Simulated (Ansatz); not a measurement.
# AsH2S (charge -1): inversion of the pyramid at As2

How high is the barrier for the inversion of the pyramid at As2? Relax the two ends, then run a nudged elastic band between them. SMILES of the start: [S-][AsH2].

Program: Ansatz 0.2.0. Level of theory: RKS PBE/def2-SVP. These are calculated values, not measurements.

## (1) Starting point

Bond lengths: S1–As2 2.111 Å, As2–H3 1.556 Å, As2–H4 1.556 Å. Angles: S1–As2–H3 102.8°, S1–As2–H4 102.8°, H3–As2–H4 85.7°.

As a file:

```xyz
4

S    -1.5963    0.0553    0.9096
As    0.1089   -0.6267   -0.1321
H     0.2249    0.3887   -1.3054
H     1.2624    0.1827    0.5278
```

## (2) End point A

Contents of input.yaml:

```yaml
crystal:
  periodic: [false, false, false]
  atoms:
    - { symbol: S, position_ang: [-1.59626, 0.05533, 0.90963] }
    - { symbol: As, position_ang: [0.10894, -0.6267, -0.13206] }
    - { symbol: H, position_ang: [0.22488, 0.38866, -1.30539] }
    - { symbol: H, position_ang: [1.26243, 0.18271, 0.52783] }
total_charge: -1
basis:
  gaussian: { orbitals: def2-SVP }
hamiltonian:
  xc: pbe
relax:
  f_tol: 0.015
  max_steps: 40
```

On the command line:

```sh
$ ansatz run input.yaml --threads 1 --pin off --max-ram 2048MiB --backend cpu --events-out ev --progress --plain --runs-dir out
```

Standard output, cut to the lines that bear on the results:

```text
Warning: RAYON_NUM_THREADS=1 ignored (pool sized by the plan → 1); use --threads N
[...]
Functional definition: PBE
[...]
684 factors; their error is unknown
[...]
mean field -71685.28810029 eV, -2634.3857476524 hartree, gradient 1.9e-5 eV, S^2 0.000000; 0 other end points of the search recorded, 0 dependent functions left out
[...]
reference -71685.28812524 eV, -2634.3857485689 hartree; 26, 26 occupied and 34, 34 virtual orbitals, 684 factors
relax step   1: F+E_penalty+E_count = -71685.28810029 eV  Δ(F+E_penalty+E_count) = +0.000e0 eV  max|allowed force component| = 1.194e0 eV/Å  Δτ_max = 0.0000 Å  (23 SCF iters, accepted)
[...]
relax step   3: F+E_penalty+E_count = -71685.37256777 eV  Δ(F+E_penalty+E_count) = -3.974e-2 eV  max|allowed force component| = 4.409e-2 eV/Å  Δτ_max = 0.0636 Å  (24 SCF iters, accepted)
[...]
relax step   4: F+E_penalty+E_count = -71685.37269780 eV  Δ(F+E_penalty+E_count) = -1.300e-4 eV  max|allowed force component| = 6.047e-3 eV/Å  Δτ_max = 0.0025 Å  (18 SCF iters, accepted)
684 factors; their error is unknown
[...]
mean field -71685.37269780 eV, -2634.3888565535 hartree, gradient 6.0e-5 eV, S^2 0.000000; 1 other end points of the search recorded, 0 dependent functions left out
[...]
reference -71685.37272324 eV, -2634.3888574882 hartree; 26, 26 occupied and 34, 34 virtual orbitals, 684 factors
Total energy: -71685.37272324 eV, -2634.3888574882 hartree
Atom 0 at    -1.677145     0.038620     0.953538 Å, force    -0.001545     0.000457     0.000927 eV/Å
Atom 1 at     0.097145    -0.610543    -0.123569 Å, force     0.006047     0.005638    -0.002788 eV/Å
Atom 2 at     0.256758     0.391809    -1.357159 Å, force    -0.001281    -0.003240     0.002643 eV/Å
Atom 3 at     1.323233     0.180113     0.527201 Å, force    -0.003221    -0.002856    -0.000782 eV/Å
Dipole moment:     0.458584    -0.248644    -0.287474 e Å
```

Wall time 5.3 s (1 thread of Arm Neoverse V1, shared host); peak memory 0.1 GiB.

Step by step:

```tsv
step	energy from step 1 (eV)	largest force component (eV/Å)
1	0.0000	1.1938
2	-0.0447	0.6218
3	-0.0845	0.0441
4	-0.0846	0.0060
```

Step 1 is the start.

After: Bond lengths: S1–As2 2.175 Å, As2–H3 1.597 Å, As2–H4 1.597 Å. Angles: S1–As2–H3 106.1°, S1–As2–H4 106.1°, H3–As2–H4 85.8°.

## (3) End point B

The second end starts from a geometry with the move made by hand.

Contents of input.yaml:

```yaml
crystal:
  periodic: [false, false, false]
  atoms:
    - { symbol: S, position_ang: [0.19207, -2.47432, 0.88646] }
    - { symbol: As, position_ang: [0.10894, -0.6267, -0.13206] }
    - { symbol: H, position_ang: [1.09465, -0.84165, -1.31666] }
    - { symbol: H, position_ang: [1.26243, 0.18271, 0.52783] }
total_charge: -1
basis:
  gaussian: { orbitals: def2-SVP }
hamiltonian:
  xc: pbe
relax:
  f_tol: 0.015
  max_steps: 40
```

On the command line:

```sh
$ ansatz run input.yaml --threads 1 --pin off --max-ram 2048MiB --backend cpu --events-out ev --progress --plain --runs-dir out
```

Standard output, cut to the lines that bear on the results:

```text
Warning: RAYON_NUM_THREADS=1 ignored (pool sized by the plan → 1); use --threads N
[...]
[... 1 set-up line as earlier in the session ...]
[...]
684 factors; their error is unknown
[...]
mean field -71685.28810182 eV, -2634.3857477084 hartree, gradient 1.9e-5 eV, S^2 0.000000; 0 other end points of the search recorded, 0 dependent functions left out
[...]
reference -71685.28812676 eV, -2634.3857486250 hartree; 26, 26 occupied and 34, 34 virtual orbitals, 684 factors
relax step   1: F+E_penalty+E_count = -71685.28810182 eV  Δ(F+E_penalty+E_count) = +0.000e0 eV  max|allowed force component| = 1.206e0 eV/Å  Δτ_max = 0.0000 Å  (23 SCF iters, accepted)
[...]
relax step   3: F+E_penalty+E_count = -71685.37256778 eV  Δ(F+E_penalty+E_count) = -3.974e-2 eV  max|allowed force component| = 4.723e-2 eV/Å  Δτ_max = 0.0636 Å  (24 SCF iters, accepted)
[...]
relax step   4: F+E_penalty+E_count = -71685.37269780 eV  Δ(F+E_penalty+E_count) = -1.300e-4 eV  max|allowed force component| = 7.308e-3 eV/Å  Δτ_max = 0.0025 Å  (18 SCF iters, accepted)
684 factors; their error is unknown
[...]
mean field -71685.37269780 eV, -2634.3888565535 hartree, gradient 6.0e-5 eV, S^2 0.000000; 1 other end points of the search recorded, 0 dependent functions left out
[...]
reference -71685.37272324 eV, -2634.3888574882 hartree; 26, 26 occupied and 34, 34 virtual orbitals, 684 factors
Total energy: -71685.37272324 eV, -2634.3888574882 hartree
Atom 0 at     0.149716    -2.545534     0.929866 Å, force    -0.000077    -0.001621     0.000908 eV/Å
Atom 1 at     0.120311    -0.643310    -0.123869 Å, force     0.007308     0.003855    -0.002804 eV/Å
Atom 2 at     1.107804    -0.812020    -1.368186 Å, force    -0.003458    -0.000159     0.002671 eV/Å
Atom 3 at     1.280259     0.240904     0.527759 Å, force    -0.003774    -0.002075    -0.000774 eV/Å
Dipole moment:    -0.083905     0.518725    -0.280445 e Å
```

It took 5.3 s on 1 thread of Arm Neoverse V1, shared host; peak memory 0.1 GiB.

Relaxation path:

```tsv
step	energy from step 1 (eV)	largest force component (eV/Å)
1	0.0000	1.2057
2	-0.0447	0.5887
3	-0.0845	0.0472
4	-0.0846	0.0073
```

Step 1 is the start.

After: Bond lengths: S1–As2 2.175 Å, As2–H3 1.597 Å, As2–H4 1.597 Å. Angles: S1–As2–H3 106.1°, S1–As2–H4 106.1°, H3–As2–H4 85.8°.

## (4) Nudged elastic band

crystal.atoms is end A as relaxed above, and neb.final_atoms is end B, turned to lie on A. With 9 inner images the band has 11 in all. The start path is listed, through a guess of the saddle.

Contents of input.yaml:

```yaml
crystal:
  periodic: [false, false, false]
  atoms:
    - { symbol: S, position_ang: [-1.677145, 0.03862, 0.953538] }
    - { symbol: As, position_ang: [0.097145, -0.610543, -0.123569] }
    - { symbol: H, position_ang: [0.256758, 0.391809, -1.357159] }
    - { symbol: H, position_ang: [1.323233, 0.180113, 0.527201] }
total_charge: -1
basis:
  gaussian: { orbitals: def2-SVP }
hamiltonian:
  xc: pbe
neb:
  order_check: false
  images: 9
  f_tol: 0.03
  max_iterations: 60
  final_atoms:
    - { symbol: S, position_ang: [-1.67180814, -0.31461258, 0.91083419] }
    - { symbol: As, position_ang: [0.07847655, 0.62501638, 0.02580359] }
    - { symbol: H, position_ang: [0.26342378, -0.04935425, -1.41049341] }
    - { symbol: H, position_ang: [1.32989882, -0.26105055, 0.47386663] }
  initial_path:
    images:
      - { positions_ang: [[-1.677145, 0.03862, 0.953538], [0.097145, -0.610543, -0.123569], [0.256758, 0.391809, -1.357159], [1.323233, 0.180113, 0.527201]] }
      - { positions_ang: [[-1.67907655, -0.01185531, 1.01114264], [0.04347258, -0.48974976, -0.14161448], [0.33547137, 0.33927034, -1.3913754], [1.30012361, 0.16233373, 0.52185824]] }
      - { positions_ang: [[-1.68100811, -0.06233062, 1.06874729], [-0.01019985, -0.36895652, -0.15965997], [0.41418474, 0.28673168, -1.4255918], [1.27701421, 0.14455446, 0.51651548]] }
      - { positions_ang: [[-1.68293966, -0.11280593, 1.12635193], [-0.06387227, -0.24816328, -0.17770545], [0.49289811, 0.23419302, -1.45980819], [1.25390482, 0.12677519, 0.51117272]] }
      - { positions_ang: [[-1.68487122, -0.16328123, 1.18395657], [-0.11754469, -0.12737004, -0.19575094], [0.57161148, 0.18165436, -1.49402459], [1.23079543, 0.10899591, 0.50582996]] }
      - { positions_ang: [[-1.68680277, -0.21375654, 1.24156121], [-0.17121712, -0.0065768, -0.21379642], [0.65032485, 0.1291157, -1.52824099], [1.20768603, 0.09121664, 0.5004872]] }
      - { positions_ang: [[-1.68380384, -0.23392775, 1.17541581], [-0.12127838, 0.11974184, -0.16587642], [0.57294464, 0.09342171, -1.50469147], [1.23212859, 0.0207632, 0.49516309]] }
      - { positions_ang: [[-1.68080492, -0.25409896, 1.1092704], [-0.07133965, 0.24606047, -0.11795642], [0.49556442, 0.05772772, -1.48114196], [1.25657115, -0.04969023, 0.48983897]] }
      - { positions_ang: [[-1.67780599, -0.27427017, 1.043125], [-0.02140092, 0.37237911, -0.07003642], [0.41818421, 0.02203373, -1.45759244], [1.28101371, -0.12014367, 0.48451486]] }
      - { positions_ang: [[-1.67480707, -0.29444138, 0.9769796], [0.02853781, 0.49869775, -0.02211641], [0.34080399, -0.01366026, -1.43404293], [1.30545626, -0.19059711, 0.47919075]] }
      - { positions_ang: [[-1.67180814, -0.31461258, 0.91083419], [0.07847655, 0.62501638, 0.02580359], [0.26342378, -0.04935425, -1.41049341], [1.32989882, -0.26105055, 0.47386663]] }
```

On the command line:

```sh
$ ansatz run input.yaml --threads 1 --pin off --max-ram 2048MiB --backend cpu --events-out ev --progress --plain --runs-dir out
```

Standard output, cut to the lines that bear on the results:

```text
Warning: RAYON_NUM_THREADS=1 ignored (pool sized by the plan → 1); use --threads N
[...]
[... 1 set-up line as earlier in the session ...]
[...]
684 factors; their error is unknown
[...]
mean field -71685.37269759 eV, -2634.3888565456 hartree, gradient 2.2e-5 eV, S^2 0.000000; 0 other end points of the search recorded, 0 dependent functions left out
[...]
reference -71685.37272302 eV, -2634.3888574803 hartree; 26, 26 occupied and 34, 34 virtual orbitals, 684 factors
684 factors; their error is unknown
[...]
mean field -71685.37269759 eV, -2634.3888565456 hartree, gradient 2.2e-5 eV, S^2 0.000000; 0 other end points of the search recorded, 0 dependent functions left out
[...]
reference -71685.37272302 eV, -2634.3888574802 hartree; 26, 26 occupied and 34, 34 virtual orbitals, 684 factors
NEB end point (image 0): max|allowed force component| = 6.058e-3 eV/Å (the criterion of neb.relax_end_points is 1.000e-2)
[...]
684 factors; their error is unknown
[...]
NEB iter   1: max|band force component| = 3.567e0 eV/Å  barrier→ = 2.6163 eV  barrier← = 2.6163 eV  Δτ_max = 0.2000 Å  (327 SCF iters)
[...]
NEB iter   4: max|band force component| = 7.506e-2 eV/Å  barrier→ = 1.8427 eV  barrier← = 1.8427 eV  CI = image 5  Δτ_max = 0.0038 Å  (216 SCF iters)
[...]
NEB iter   5: max|band force component| = 1.168e-2 eV/Å  barrier→ = 1.8425 eV  barrier← = 1.8425 eV  CI = image 5  Δτ_max = 0.0000 Å  (462 SCF iters)
Total energy: -71683.53022781 eV, -2634.3211470299 hartree
Atom 0 at    -1.824021    -0.215498     0.999866 Å, force     0.008237     0.000966    -0.003801 eV/Å
Atom 1 at     0.081316     0.009596    -0.044306 Å, force    -0.011666    -0.001178     0.000038 eV/Å
Atom 2 at     0.287568     0.096215    -1.543777 Å, force    -0.000301    -0.000037     0.000858 eV/Å
Atom 3 at     1.455128     0.109686     0.588228 Å, force     0.003731     0.000248     0.002906 eV/Å
Dipole moment:     0.536245     0.063345    -0.293740 e Å
this run last wrote the band of iteration 5 to <dir>
```

Wall time 57 s (1 thread of Arm Neoverse V1, shared host); peak memory 0.11 GiB.

## (5) Images and barrier

Images 0 and 10 are the ends. Energies count from image 0; the path length is the program's own measure over all atoms.

```tsv
image	path (Å)	energy (eV)	sum of angles at As2 (°)	band force (eV/Å)
0	0.000	0.0000	298.0	-
1	0.163	0.0900	314.2	0.006
2	0.327	0.3934	331.2	0.010
3	0.490	0.9405	346.2	0.009
4	0.654	1.5611	356.4	0.010
5*	0.817	1.8425	360.0	0.012
6	0.981	1.5613	356.4	0.011
7	1.144	0.9409	346.2	0.007
8	1.308	0.3937	331.2	0.008
9	1.471	0.0900	314.2	0.006
10	1.635	0.0000	298.0	-
```

The star marks the climbing image.

image, energy (eV) and a bar:
```
        0      0.000 
        1      0.090 #
        2      0.393 ######
        3      0.941 ###############
        4      1.561 #########################
        5      1.842 ##############################
        6      1.561 #########################
        7      0.941 ###############
        8      0.394 ######
        9      0.090 #
       10      0.000
```

The top of the band by iteration:

```tsv
iteration	highest image above image 0 (eV)	largest band force (eV/Å)
1	2.6163	3.567
2	2.0065	1.272
3	1.8517	0.443
4	1.8427	0.075
5	1.8425	0.012
```

The band as a trajectory file:

```xyz
4
image=0 dE=0.0000
S    -1.677    0.039    0.954
As    0.097   -0.611   -0.124
H     0.257    0.392   -1.357
H     1.323    0.180    0.527
4
image=1 dE=0.0900
S    -1.737    0.004    0.981
As    0.085   -0.525   -0.105
H     0.262    0.370   -1.437
H     1.390    0.152    0.561
4
image=2 dE=0.3934
S    -1.787   -0.039    1.000
As    0.081   -0.409   -0.085
H     0.271    0.325   -1.494
H     1.435    0.124    0.579
4
image=3 dE=0.9405
S    -1.815   -0.090    1.005
As    0.084   -0.274   -0.067
H     0.277    0.261   -1.525
H     1.454    0.103    0.586
4
image=4 dE=1.5611
S    -1.825   -0.149    1.003
As    0.087   -0.133   -0.053
H     0.281    0.183   -1.538
H     1.457    0.098    0.588
4
image=5 dE=1.8425
S    -1.824   -0.215    1.000
As    0.081    0.010   -0.044
H     0.288    0.096   -1.544
H     1.455    0.110    0.588
4
image=6 dE=1.5613
S    -1.818   -0.250    0.997
As    0.066    0.150   -0.036
H     0.291    0.051   -1.546
H     1.461    0.049    0.585
4
image=7 dE=0.9409
S    -1.804   -0.276    0.990
As    0.051    0.289   -0.022
H     0.291    0.014   -1.544
H     1.462   -0.027    0.576
4
image=8 dE=0.3937
S    -1.777   -0.296    0.975
As    0.046    0.423   -0.006
H     0.285   -0.016   -1.527
H     1.445   -0.111    0.557
4
image=9 dE=0.0900
S    -1.729   -0.308    0.947
As    0.056    0.539    0.011
H     0.273   -0.037   -1.482
H     1.400   -0.193    0.524
4
image=10 dE=0.0000
S    -1.672   -0.315    0.911
As    0.078    0.625    0.026
H     0.263   -0.049   -1.410
H     1.330   -0.261    0.474
```

## (6) Frequencies at the highest image

The geometry is the highest inner image of the first converged band.

Contents of input.yaml:

```yaml
crystal:
  periodic: [false, false, false]
  atoms:
    - { symbol: S, position_ang: [-1.824021, -0.215498, 0.999866] }
    - { symbol: As, position_ang: [0.081316, 0.009596, -0.044306] }
    - { symbol: H, position_ang: [0.287568, 0.096215, -1.543777] }
    - { symbol: H, position_ang: [1.455128, 0.109686, 0.588228] }
total_charge: -1
basis:
  gaussian: { orbitals: def2-SVP }
hamiltonian:
  xc: pbe
phonons: {}
```

On the command line:

```sh
$ ansatz run input.yaml --threads 1 --pin off --max-ram 2048MiB --backend cpu --events-out ev --progress --plain --runs-dir out
```

Standard output, cut to the lines that bear on the results:

```text
Warning: RAYON_NUM_THREADS=1 ignored (pool sized by the plan → 1); use --threads N
[...]
[... 1 set-up line as earlier in the session ...]
[...]
684 factors; their error is unknown
[...]
mean field -71683.53020510 eV, -2634.3211461953 hartree, gradient 5.9e-5 eV, S^2 0.000000; 3 other end points of the search recorded, 0 dependent functions left out
[...]
reference -71683.53022795 eV, -2634.3211470352 hartree; 26, 26 occupied and 34, 34 virtual orbitals, 684 factors
[...]
684 factors; their error is unknown
[...]
mean field -71683.53019009 eV, -2634.3211456440 hartree, gradient 1.3e-6 eV, S^2 0.000000; 0 other end points of the search recorded, 0 dependent functions left out
[...]
reference -71683.53021294 eV, -2634.3211464838 hartree; 26, 26 occupied and 34, 34 virtual orbitals, 684 factors
[...]
684 factors; their error is unknown
mean field -71683.53014877 eV, -2634.3211441255 hartree, gradient 1.3e-6 eV, S^2 0.000000; 0 other end points of the search recorded, 0 dependent functions left out
[...]
reference -71683.53022858 eV, -2634.3211470585 hartree; 26, 26 occupied and 34, 34 virtual orbitals, 684 factors
[...]
684 factors; their error is unknown
[...]
mean field -71683.53019543 eV, -2634.3211458400 hartree, gradient 1.5e-6 eV, S^2 0.000000; 0 other end points of the search recorded, 0 dependent functions left out
[...]
reference -71683.53021828 eV, -2634.3211466798 hartree; 26, 26 occupied and 34, 34 virtual orbitals, 684 factors
WARN: phonons: modes at or below zero, which the zero-point energy, F, S and C_V leave out: 1, the lowest at -1100.39 cm⁻¹. A minimum has none, and a first-order saddle one
Total energy: -71683.53022795 eV, -2634.3211470352 hartree
Atom 0 at    -1.824021    -0.215498     0.999866 Å, force     0.008260     0.000944    -0.003814 eV/Å
Atom 1 at     0.081316     0.009596    -0.044306 Å, force    -0.011705    -0.001097     0.000049 eV/Å
Atom 2 at     0.287568     0.096215    -1.543777 Å, force    -0.000301    -0.000066     0.000852 eV/Å
Atom 3 at     1.455128     0.109686     0.588228 Å, force     0.003746     0.000220     0.002913 eV/Å
Dipole moment:     0.536244     0.063345    -0.293739 e Å
Vibrations: -1100.39 418.28 493.63 959.45 2163.14 2180.28 cm⁻¹, zero-point energy 0.385268 eV
```

Run time: 13 s. Hardware: 1 thread of Arm Neoverse V1, shared host; peak memory 0.11 GiB.

Of 6 modes, 1 is imaginary by more than 30 cm⁻¹ (1100i cm⁻¹).

## (7) Summary of results

| quantity | value |
| --- | --- |
| end A | 3 moves, 0.085 eV lower |
| end B | 3 moves, 0.085 eV lower |
| barrier forwards | 1.842 eV |
| barrier backwards | 1.842 eV |
| second end relative to first | 0.000 eV |
| highest image | 5 of 0 to 10, climbing |
| band iterations | 5 |
| imaginary modes at the top | 1100i cm⁻¹ |

**Reading.** The top lies 1.84 eV above the first end, or 71 kT at room temperature; with a typical attempt rate of 10^13 per second that is roughly 10^-18 events a second. The ends differ by 1 meV at most. One imaginary mode, as a first-order saddle point has. These are electronic energies, with no zero-point or thermal terms.
